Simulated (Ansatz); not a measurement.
# F₂H₃NSi + H₂O: a complex and its separated parts, part 2 of 2

Ansatz 0.2.0, Gaussian basis. Earlier steps stand in the parts before.

## 13. CAM-B3LYP-D4/def2-TZVPP

The inputs:

parta/in.yaml

```yaml
crystal:
  periodic: [false, false, false]
  atoms:
    - {symbol: Si, position_ang: [-0.731164, -0.795411, -0.515681]}
    - {symbol: N, position_ang: [0.932762, -0.558465, -0.413462]}
    - {symbol: F, position_ang: [-1.167664, -2.202419, -1.115463]}
    - {symbol: F, position_ang: [-1.320671, -0.789139, 0.956908]}
    - {symbol: H, position_ang: [-1.358067, 0.241295, -1.348105]}
    - {symbol: H, position_ang: [1.467419, -0.241919, -1.204553]}
    - {symbol: H, position_ang: [1.504974, -1.019010, 0.274727]}
basis:
  gaussian: {orbitals: def2-TZVPP}
hamiltonian: {xc: {name: CAM-B3LYP}, dispersion: d4}
```

partb/in.yaml

```yaml
crystal:
  periodic: [false, false, false]
  atoms:
    - {symbol: H, position_ang: [0.678450, 1.321394, 0.681998]}
    - {symbol: O, position_ang: [0.272194, 2.142430, 0.967849]}
    - {symbol: H, position_ang: [-0.278235, 1.901045, 1.715782]}
basis:
  gaussian: {orbitals: def2-TZVPP}
hamiltonian: {xc: {name: CAM-B3LYP}, dispersion: d4}
```

The same command starts each run, in its folder.

Launch:

```bash
$ ansatz run in.yaml --threads 4 --pin off --events-out ev --progress --plain --max-ram 9574MiB
```

Output in parta, shortened:

```text
Functional definition: CAM-B3LYP
  name "CAM-B3LYP"
  cite "Yanai, Tew & Handy, Chem. Phys. Lett. 393, 51 (2004) doi:10.1016/j.cplett.2004.06.011"
  cite "Iikura, Tsuneda, Yanai & Hirao, J. Chem. Phys. 115, 3540 (2001) doi:10.1063/1.1383587"
  cite "Becke, Phys. Rev. A 38, 3098 (1988) doi:10.1103/PhysRevA.38.3098"
  cite "Lee, Yang & Parr, Phys. Rev. B 37, 785 (1988) doi:10.1103/PhysRevB.37.785"
[...]
  # Exact exchange under (alpha + beta erf(omega r))/r, Becke's under what is left of 1/r.
[...]
935 factors; their error is unknown
219 factors; integrals over basis functions are off by at most 7.5e-6 eV
[...]
mean field -14856.94837680 eV, -545.9827824459 hartree, gradient 8.3e-5 eV, S^2 0.000000; 0 other end points of the search recorded, 0 dependent functions left out
reference -14856.94848125 eV, -545.9827862847 hartree; 21, 21 occupied and 156, 156 virtual orbitals, 935 factors
Total energy: -14857.04011134 eV, -545.9861536284 hartree
```

Output in partb, shortened:

```text
[... 6 set-up lines as earlier in the session ...]
[...]
  # Exact exchange under (alpha + beta erf(omega r))/r, Becke's under what is left of 1/r.
[...]
269 factors; their error is unknown
72 factors; integrals over basis functions are off by at most 2.3e-5 eV
[...]
mean field -2079.99968767 eV, -76.4385786474 hartree, gradient 1.1e-5 eV, S^2 0.000000; 0 other end points of the search recorded, 0 dependent functions left out
reference -2079.99975510 eV, -76.4385811254 hartree; 5, 5 occupied and 54, 54 virtual orbitals, 269 factors
Total energy: -2080.00382096 eV, -76.4387305431 hartree
```

They took 3 s (parta), 0.45 s (partb) on 4 threads of Intel Xeon at 2.50GHz, shared host.

## 14. wB97X-V/def2-TZVPP

Each input of step 13 (parta, partb) changes in the same lines:

```diff
-hamiltonian: {xc: {name: CAM-B3LYP}, dispersion: d4}
+hamiltonian: {xc: {name: wB97X-V}}
```

Each run has its own folder and the same command.

Launch:

```bash
$ ansatz run in.yaml --threads 4 --pin off --events-out ev --progress --plain --max-ram 9574MiB
```

Output in parta, shortened:

```text
Functional definition: wB97X-V
  name "wB97X-V"
  cite "Mardirossian & Head-Gordon, Phys. Chem. Chem. Phys. 16, 9904 (2014) doi:10.1039/C3CP54374A"
[... 2 set-up lines as earlier in the session ...]
[...]
      + integral(e_c_pw_opposite_spin*poly(b97_u_opposite, cos0, cos1)) + vv10(b, c)
935 factors; their error is unknown
199 factors; integrals over basis functions are off by at most 8.6e-6 eV
[...]
mean field -14854.84649665 eV, -545.9055397752 hartree, gradient 2.6e-5 eV, S^2 0.000000; 0 other end points of the search recorded, 0 dependent functions left out
reference -14854.84649504 eV, -545.9055397161 hartree; 21, 21 occupied and 156, 156 virtual orbitals, 935 factors
Total energy: -14854.84649504 eV, -545.9055397161 hartree
```

Output in partb, shortened:

```text
[... 5 set-up lines as earlier in the session ...]
[...]
      + integral(e_c_pw_opposite_spin*poly(b97_u_opposite, cos0, cos1)) + vv10(b, c)
269 factors; their error is unknown
69 factors; integrals over basis functions are off by at most 2.2e-5 eV
[...]
mean field -2079.88767068 eV, -76.4344620992 hartree, gradient 2.2e-5 eV, S^2 0.000000; 0 other end points of the search recorded, 0 dependent functions left out
reference -2079.88766979 eV, -76.4344620663 hartree; 5, 5 occupied and 54, 54 virtual orbitals, 269 factors
Total energy: -2079.88766979 eV, -76.4344620663 hartree
```

They took 6 s (parta), 0.66 s (partb) on 4 threads of Intel Xeon at 2.50GHz, shared host.

## 15. wB97M-V/def2-TZVPP

Each input of step 14 (parta, partb) changes in the same lines:

```diff
-hamiltonian: {xc: {name: wB97X-V}}
+hamiltonian: {xc: {name: wB97M-V}}
```

One command serves all of them, each in its own folder.

Launch:

```bash
$ ansatz run in.yaml --threads 4 --pin off --events-out ev --progress --plain --max-ram 9574MiB
```

parta printed, shortened:

```text
Functional definition: wB97M-V
  name "wB97M-V"
  cite "Mardirossian & Head-Gordon, J. Chem. Phys. 144, 214110 (2016) doi:10.1063/1.4952647"
[... 2 set-up lines as earlier in the session ...]
  # Of w^i u^j: cxij and so on, Table III.
[...]
  gx(w, u) = 1 - cx + cx01*u + cx10*w
[...]
      + integral(e_c_pw_mod_opposite_spin*gos(b97_w_opposite, b97_u_opposite)) + vv10(b, c)
935 factors; their error is unknown
199 factors; integrals over basis functions are off by at most 8.6e-6 eV
[...]
mean field -14856.05528037 eV, -545.9499617576 hartree, gradient 2.6e-5 eV, S^2 0.000000; 0 other end points of the search recorded, 0 dependent functions left out
reference -14856.05531994 eV, -545.9499632119 hartree; 21, 21 occupied and 156, 156 virtual orbitals, 935 factors
Total energy: -14856.05531994 eV, -545.9499632119 hartree
```

partb printed, shortened:

```text
[... 5 set-up lines as earlier in the session ...]
  # Of w^i u^j: cxij and so on, Table III.
[...]
  gx(w, u) = 1 - cx + cx01*u + cx10*w
[...]
      + integral(e_c_pw_mod_opposite_spin*gos(b97_w_opposite, b97_u_opposite)) + vv10(b, c)
269 factors; their error is unknown
69 factors; integrals over basis functions are off by at most 2.2e-5 eV
[...]
mean field -2079.85938106 eV, -76.4334224745 hartree, gradient 2.9e-5 eV, S^2 0.000000; 0 other end points of the search recorded, 0 dependent functions left out
reference -2079.85940306 eV, -76.4334232833 hartree; 5, 5 occupied and 54, 54 virtual orbitals, 269 factors
Total energy: -2079.85940306 eV, -76.4334232833 hartree
```

Wall times: 6 s (parta), 0.6 s (partb) on 4 threads of Intel Xeon at 2.50GHz, shared host.

## 16. B2PLYP/def2-TZVPP

The same edit goes into each in.yaml of step 15 (parta, partb):

```diff
-hamiltonian: {xc: {name: wB97M-V}}
+hamiltonian: {xc: {name: B2PLYP}}
```

One command serves all of them, each in its own folder.

Launch:

```bash
$ ansatz run in.yaml --threads 4 --pin off --events-out ev --progress --plain --max-ram 9574MiB
```

Log of parta, shortened:

```text
Functional definition: B2PLYP
  name "B2PLYP"
  cite "Grimme, J. Chem. Phys. 124, 034108 (2006) doi:10.1063/1.2148954"
[... 2 set-up lines as earlier in the session ...]
[...]
1077 factors; integrals over basis functions are off by at most 1.2e-3 eV
[...]
mean field -14844.05288234 eV, -545.5088817657 hartree, gradient 5.9e-6 eV, S^2 0.000000; 0 other end points of the search recorded, 0 dependent functions left out
8 core orbitals not correlated: weight in the atoms' cores, before any rotation towards them, 1.000 or more for the frozen orbitals, at most 0.000 for the correlated occupied ones
reference -14844.05301614 eV, -545.5088866825 hartree; 13, 13 occupied and 156, 156 virtual orbitals, 1077 factors
second order -26.85889519 eV of doubles, -0.00000000 eV of singles
Total energy: -14851.30491784 eV, -545.7753891545 hartree
```

partb printed, shortened:

```text
[... 5 set-up lines as earlier in the session ...]
[...]
361 factors; integrals over basis functions are off by at most 8.3e-4 eV
[...]
mean field -2077.03830322 eV, -76.3297497761 hartree, gradient 1.2e-6 eV, S^2 0.000000; 0 other end points of the search recorded, 0 dependent functions left out
1 core orbitals not correlated: weight in the atoms' cores, before any rotation towards them, 1.000 or more for the frozen orbitals, at most 0.000 for the correlated occupied ones
reference -2077.03838824 eV, -76.3297529006 hartree; 4, 4 occupied and 54, 54 virtual orbitals, 361 factors
second order -8.41862982 eV of doubles, -0.00000000 eV of singles
Total energy: -2079.31141829 eV, -76.4132852142 hartree
```

Wall times: 4.4 s (parta), 0.46 s (partb) on 4 threads of Intel Xeon at 2.50GHz, shared host.

## 17. PBE-QIDH/def2-TZVPP

The same edit goes into each in.yaml of step 16 (parta, partb):

```diff
-hamiltonian: {xc: {name: B2PLYP}}
+hamiltonian: {xc: {name: PBE-QIDH}}
```

One command serves all of them, each in its own folder.

Launch:

```bash
$ ansatz run in.yaml --threads 4 --pin off --events-out ev --progress --plain --max-ram 9574MiB
```

parta printed, shortened:

```text
Functional definition: PBE-QIDH
  name "PBE-QIDH"
  cite "Brémond, Sancho-García, Pérez-Jiménez & Adamo, J. Chem. Phys. 141, 031101 (2014) doi:10.1063/1.4890314"
[... 1 set-up line as earlier in the session ...]
[...]
1077 factors; integrals over basis functions are off by at most 1.2e-3 eV
[...]
mean field -14836.82858256 eV, -545.2433936455 hartree, gradient 7.8e-6 eV, S^2 0.000000; 0 other end points of the search recorded, 0 dependent functions left out
8 core orbitals not correlated: weight in the atoms' cores, before any rotation towards them, 1.000 or more for the frozen orbitals, at most 0.000 for the correlated occupied ones
reference -14836.82859210 eV, -545.2433939959 hartree; 13, 13 occupied and 156, 156 virtual orbitals, 1077 factors
second order -25.10449343 eV of doubles, -0.00000000 eV of singles
Total energy: -14845.19675657 eV, -545.5509183683 hartree
```

Log of partb, shortened:

```text
[... 4 set-up lines as earlier in the session ...]
[...]
361 factors; integrals over basis functions are off by at most 8.3e-4 eV
[...]
mean field -2075.58439305 eV, -76.2763195628 hartree, gradient 2.2e-6 eV, S^2 0.000000; 0 other end points of the search recorded, 0 dependent functions left out
1 core orbitals not correlated: weight in the atoms' cores, before any rotation towards them, 1.000 or more for the frozen orbitals, at most 0.000 for the correlated occupied ones
reference -2075.58439854 eV, -76.2763197646 hartree; 4, 4 occupied and 54, 54 virtual orbitals, 361 factors
second order -7.85891246 eV of doubles, -0.00000000 eV of singles
Total energy: -2078.20403603 eV, -76.3725896667 hartree
```

They took 4.1 s (parta), 0.51 s (partb) on 4 threads of Intel Xeon at 2.50GHz, shared host.

## 18. RPA on PBE/def2-TZVPP

The same edit goes into each in.yaml of step 17 (parta, partb):

```diff
-hamiltonian: {xc: {name: PBE-QIDH}}
+hamiltonian: {xc: pbe}
+correlation: {method: rpa}
```

One command serves all of them, each in its own folder.

Launch:

```bash
$ ansatz run in.yaml --threads 4 --pin off --events-out ev --progress --plain --max-ram 9574MiB
```

parta printed, shortened:

```text
[... 4 set-up lines as earlier in the session ...]
[...]
1077 factors; integrals over basis functions are off by at most 1.2e-3 eV
[...]
mean field -14847.20021442 eV, -545.6245440860 hartree, gradient 1.6e-6 eV, S^2 0.000000; 0 other end points of the search recorded, 0 dependent functions left out
8 core orbitals not correlated: weight in the atoms' cores, before any rotation towards them, 1.000 or more for the frozen orbitals, at most 0.000 for the correlated occupied ones
reference -14810.33617427 eV, -544.2698155979 hartree; 13, 13 occupied and 156, 156 virtual orbitals, 1077 factors
Total energy: -14845.27675399 eV, -545.5538582190 hartree
```

partb printed, shortened:

```text
[... 4 set-up lines as earlier in the session ...]
[...]
361 factors; integrals over basis functions are off by at most 8.3e-4 eV
[...]
mean field -2078.40752761 eV, -76.3800678445 hartree, gradient 2.6e-6 eV, S^2 0.000000; 0 other end points of the search recorded, 0 dependent functions left out
1 core orbitals not correlated: weight in the atoms' cores, before any rotation towards them, 1.000 or more for the frozen orbitals, at most 0.000 for the correlated occupied ones
reference -2069.53702790 eV, -76.0540829929 hartree; 4, 4 occupied and 54, 54 virtual orbitals, 361 factors
Total energy: -2080.48258015 eV, -76.4563246187 hartree
```

Times: 3.6 s (parta), 0.55 s (partb) on 4 threads of Intel Xeon at 2.50GHz, shared host.

## 19. CCSD(T)/def2-TZVPP

Each input of step 18 (parta, partb) changes in the same lines:

```diff
-hamiltonian: {xc: pbe}
-correlation: {method: rpa}
+correlation: {method: ccsd_t}
```

Each run has its own folder and the same command.

Launch:

```bash
$ ansatz run in.yaml --threads 4 --pin off --events-out ev --progress --plain --max-ram 9574MiB
```

parta printed, shortened:

```text
Functional definition: HF
  name "HF"
  cite "Fock, Z. Phys. 61, 126 (1930) doi:10.1007/BF01340294"
[... 1 set-up line as earlier in the session ...]
[...]
1077 factors; integrals over basis functions are off by at most 1.2e-3 eV
[...]
mean field -14811.71473709 eV, -544.3204768473 hartree, gradient 7.9e-6 eV, S^2 0.000000; 0 other end points of the search recorded, 0 dependent functions left out
8 core orbitals not correlated: weight in the atoms' cores, before any rotation towards them, 1.000 or more for the frozen orbitals, at most 0.000 for the correlated occupied ones
reference -14811.71473709 eV, -544.3204768473 hartree; 13, 13 occupied and 156, 156 virtual orbitals, 1077 factors
second order -22.61877080 eV of doubles, -0.00000000 eV of singles
cycle   1  -22.54468885 eV  change    7.4e-2 eV  update   8.9e-2
[...]
cycle   9  -23.06319760 eV  change   -9.1e-7 eV  update   1.2e-5
perturbative correction -0.69436013 eV, -0.0255172639 hartree
Total energy: -14835.47229482 eV, -545.1935509903 hartree
```

Log of partb, shortened:

```text
[... 4 set-up lines as earlier in the session ...]
[...]
361 factors; integrals over basis functions are off by at most 8.3e-4 eV
[...]
mean field -2069.76246452 eV, -76.0623676357 hartree, gradient 3.6e-6 eV, S^2 0.000000; 0 other end points of the search recorded, 0 dependent functions left out
1 core orbitals not correlated: weight in the atoms' cores, before any rotation towards them, 1.000 or more for the frozen orbitals, at most 0.000 for the correlated occupied ones
reference -2069.76246452 eV, -76.0623676357 hartree; 4, 4 occupied and 54, 54 virtual orbitals, 361 factors
second order -7.10550683 eV of doubles, -0.00000000 eV of singles
cycle   1  -7.11158440 eV  change   -6.1e-3 eV  update   4.1e-2
[...]
cycle   8  -7.26603039 eV  change    3.3e-6 eV  update   7.2e-6
perturbative correction -0.20739623 eV, -0.0076216710 hartree
Total energy: -2077.23589114 eV, -76.3370109983 hartree
```

They took 33 s (parta), 0.65 s (partb) on 4 threads of Intel Xeon at 2.50GHz, shared host; peak memory 1.7 GiB.

## 20. Vibrations of F₂H₃NSi

File vib-parta/in.yaml:

```yaml
crystal:
  periodic: [false, false, false]
  atoms:
    - {symbol: Si, position_ang: [-0.731164, -0.795411, -0.515681]}
    - {symbol: N, position_ang: [0.932762, -0.558465, -0.413462]}
    - {symbol: F, position_ang: [-1.167664, -2.202419, -1.115463]}
    - {symbol: F, position_ang: [-1.320671, -0.789139, 0.956908]}
    - {symbol: H, position_ang: [-1.358067, 0.241295, -1.348105]}
    - {symbol: H, position_ang: [1.467419, -0.241919, -1.204553]}
    - {symbol: H, position_ang: [1.504974, -1.019010, 0.274727]}
basis:
  gaussian: {orbitals: def2-TZVP}
hamiltonian: {xc: pbe0, dispersion: d4}
phonons: {temperatures: {t_min: 298.15, t_max: 900, t_step: 200}}
```

Launch:

```bash
$ ansatz run in.yaml --threads 4 --pin off --events-out ev --progress --plain --max-ram 9574MiB
```

What it wrote, shortened:

```text
[... 5 set-up lines as earlier in the session ...]
[...]
867 factors; their error is unknown
[...]
mean field -14848.07171345 eV, -545.6565710848 hartree, gradient 1.9e-5 eV, S^2 0.000000; 0 other end points of the search recorded, 0 dependent functions left out
[...]
Atom 4 at    -1.358067     0.241295    -1.348105 Å, force     0.000345    -0.000078     0.000303 eV/Å
Atom 5 at     1.467419    -0.241919    -1.204553 Å, force    -0.000717    -0.000312     0.000657 eV/Å
Atom 6 at     1.504974    -1.019010     0.274727 Å, force     0.000065    -0.000097     0.000371 eV/Å
Dipole moment:     0.475569     0.177269    -0.172134 e Å
Vibrations: 119.68 274.36 335.70 345.68 376.62 733.81 825.20 845.98 892.60 956.58 985.25 1577.70 2312.95 3620.19 3715.73 cm⁻¹, zero-point energy 1.110777 eV
```

Wall time 71 s (4 threads of Intel Xeon at 2.50GHz, shared host).

Wavenumbers and character of the modes:

| mode | wavenumber (cm⁻¹) | character |
| --- | --- | --- |
| 1 | 120 | torsion |
| 2 | 274 | bend with torsion |
| 3 | 336 | torsion with bend |
| 4 | 346 | bend with torsion |
| 5 | 377 | bend with torsion |
| 6 | 734 | bend |
| 7 | 825 | Si–F stretch with bend |
| 8 | 846 | bend with Si–F stretch |
| 9 | 893 | bend |
| 10 | 957 | Si–F stretch |
| 11 | 985 | Si–N and Si–F stretch |
| 12 | 1578 | bend |
| 13 | 2313 | Si–H stretch |
| 14 | 3620 | N–H stretch |
| 15 | 3716 | N–H stretch |

Vibrational sums (real modes only):

| T (K) | entropy (J/mol/K) | heat capacity (J/mol/K) |
| --- | --- | --- |
| 298 | 38.2 | 49.0 |
| 498 | 69.2 | 71.5 |
| 698 | 95.6 | 84.4 |
| 898 | 117.9 | 92.8 |

## 21. Vibrations of H₂O

File vib-partb/in.yaml:

```yaml
crystal:
  periodic: [false, false, false]
  atoms:
    - {symbol: H, position_ang: [0.678450, 1.321394, 0.681998]}
    - {symbol: O, position_ang: [0.272194, 2.142430, 0.967849]}
    - {symbol: H, position_ang: [-0.278235, 1.901045, 1.715782]}
basis:
  gaussian: {orbitals: def2-TZVP}
hamiltonian: {xc: pbe0, dispersion: d4}
phonons: {temperatures: {t_min: 298.15, t_max: 900, t_step: 200}}
```

Launch:

```bash
$ ansatz run in.yaml --threads 4 --pin off --events-out ev --progress --plain --max-ram 9574MiB
```

What it wrote, shortened:

```text
[... 5 set-up lines as earlier in the session ...]
[...]
239 factors; their error is unknown
[...]
mean field -2078.33307671 eV, -76.3773318242 hartree, gradient 1.2e-5 eV, S^2 0.000000; 0 other end points of the search recorded, 0 dependent functions left out
[...]
Total energy: -2078.33734643 eV, -76.3774887338 hartree
Atom 0 at     0.678450     1.321394     0.681998 Å, force    -0.000966     0.001488     0.000803 eV/Å
Atom 1 at     0.272194     2.142430     0.967849 Å, force     0.003190    -0.000171    -0.003916 eV/Å
Atom 2 at    -0.278235     1.901045     1.715782 Å, force    -0.002224    -0.001318     0.003113 eV/Å
Dipole moment:    -0.053173    -0.391752     0.170400 e Å
Vibrations: 1622.78 3851.91 3959.69 cm⁻¹, zero-point energy 0.584857 eV
```

It took 2.8 s on 4 threads of Intel Xeon at 2.50GHz, shared host.

The modes, with what each moves most:

| mode | wavenumber (cm⁻¹) | character |
| --- | --- | --- |
| 1 | 1623 | bend |
| 2 | 3852 | O–H stretch |
| 3 | 3960 | O–H stretch |

Vibrational sums (real modes only):

| T (K) | entropy (J/mol/K) | heat capacity (J/mol/K) |
| --- | --- | --- |
| 298 | 0.0 | 0.2 |
| 498 | 0.4 | 1.7 |
| 698 | 1.4 | 3.9 |
| 898 | 2.6 | 6.1 |

## 22. Complex less separated parts

The complex's own energies come from single points at the same levels.

Rows are in def2-TZVPP; times add the 3 runs of a level on a shared host, so small differences are noise.

Differences are taken before rounding.

| method | rung | complex less parts (kcal/mol) | from CCSD(T) (kcal/mol) | time |
| --- | --- | --- | --- | --- |
| SPW92 | LDA | -7.8 | -3.5 | 4 s |
| PBE-D4 | GGA | -5.6 | -1.3 | 5.9 s |
| BLYP-D4 | GGA | -5.2 | -0.9 | 5.8 s |
| r2SCAN-D4 | meta-GGA | -5.0 | -0.7 | 9.4 s |
| B97M-V | meta-GGA | -4.6 | -0.3 | 16 s |
| PBE0-D4 | hybrid | -4.9 | -0.7 | 8.7 s |
| B3LYP-D4 | hybrid | -4.9 | -0.6 | 7.6 s |
| r2SCAN0-D4 | hybrid | -4.6 | -0.4 | 12 s |
| BHLYP-D4 | hybrid | -4.5 | -0.2 | 8.6 s |
| CAM-B3LYP-D4 | range-separated hybrid | -4.9 | -0.6 | 9 s |
| wB97X-V | range-separated hybrid | -4.6 | -0.3 | 18 s |
| wB97M-V | range-separated hybrid | -4.7 | -0.4 | 20 s |
| B2PLYP | double hybrid | -3.7 | +0.6 | 15 s |
| PBE-QIDH | double hybrid | -4.0 | +0.3 | 15 s |
| RPA on PBE | RPA | -3.7 | +0.5 | 14 s |
| Hartree-Fock | wavefunction | -1.1 | +3.2 |  |
| MP2 | wavefunction | -4.3 | 0.0 |  |
| CCSD | wavefunction | -3.7 | +0.6 |  |
| CCSD(T) | wavefunction | -4.3 | 0 | 3.9 min |

Among the levels timed on like hardware and quicker than the yardstick, those that no quicker one beats, quickest first: SPW92 (4 s, -3.5 kcal/mol); BLYP-D4 (5.8 s, -0.9 kcal/mol); B3LYP-D4 (7.6 s, -0.6 kcal/mol); BHLYP-D4 (8.6 s, -0.2 kcal/mol).

BHLYP-D4 reaches 0.2 kcal/mol from the reference in 8.6 s, where CCSD(T) took 3.9 min; the quickest level in the cost chart, SPW92, takes 4 s and misses by 3.5 kcal/mol.

The complex's zero-point energy, from a separate PBE0-D4 run, is 1.780 eV.

## 23. Summary of results

This closing draws on all 2 parts.

```
                              quantity          value
complex less parts, CCSD(T)/def2-TZVPP  -4.3 kcal/mol
                with zero-point energy  -2.3 kcal/mol
                 largest T1 diagnostic          0.011
```

In words: At CCSD(T) the complex lies 4.3 kcal/mol below its parts. Among the functionals BHLYP-D4 lands nearest to CCSD(T) (-0.2 kcal/mol) and SPW92 farthest (-3.5 kcal/mol). Mean unsigned error by rung: LDA 3.5, GGA 1.1, meta-GGA 0.5, hybrid 0.5, range-separated hybrid 0.5, double hybrid 0.4 kcal/mol. PBE-D4 gives a relative energy 1.3 kcal/mol too low, outside chemical accuracy (1 kcal/mol). No counterpoise was applied, and triple zeta lacks some correlation, so the CCSD(T) reference has a basis error of its own, and close matches with it are partly luck.
